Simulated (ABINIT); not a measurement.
Ta4O:

```xyz
5
Lattice="3.2575 0.0000 0.0000 0.0000 3.2575 0.0000 0.0000 0.0000 7.4093" Properties=species:S:1:pos:R:3 pbc="T T T"
Ta    0.0000    0.0000    0.0000
Ta    1.6287    1.6287    1.6067
Ta    1.6287    1.6287    5.8027
Ta    0.0000    0.0000    3.7047
O     1.6287    1.6287    3.7047
```

The cell comes from a database or a generator and needn't be the stable form of this composition.

Program: ABINIT 10.8.3 (patched build). Alike in all runs: task band structure; no spin polarisation; cell as given; smearing fermi-dirac 0.05 eV.

Task: Order these runs on this cell by their pressure, lowest first.
A. level r2SCAN; potentials or basis JTH PAW PBE v2.0; k mesh 7 × 7 × 3; cutoff (eV) 762; fine-grid cutoff 1360.57 eV
B. level LDA; potentials or basis JTH PAW LDA v2.0; k mesh 8 × 8 × 4; cutoff (eV) 626; fine-grid cutoff 1224.51 eV
C. level PBEsol; potentials or basis PseudoDojo NC SR PBEsol v0.4.1 standard; k mesh 8 × 8 × 4; cutoff (eV) 1143

Result: B (-14.1 GPa), C (-8.2 GPa), A (-5.0 GPa).

Caveats: the PAW data sets were made with another functional, which shifts forces and pressure a little (some runs).

Runs at the PBE level aren't shown here.
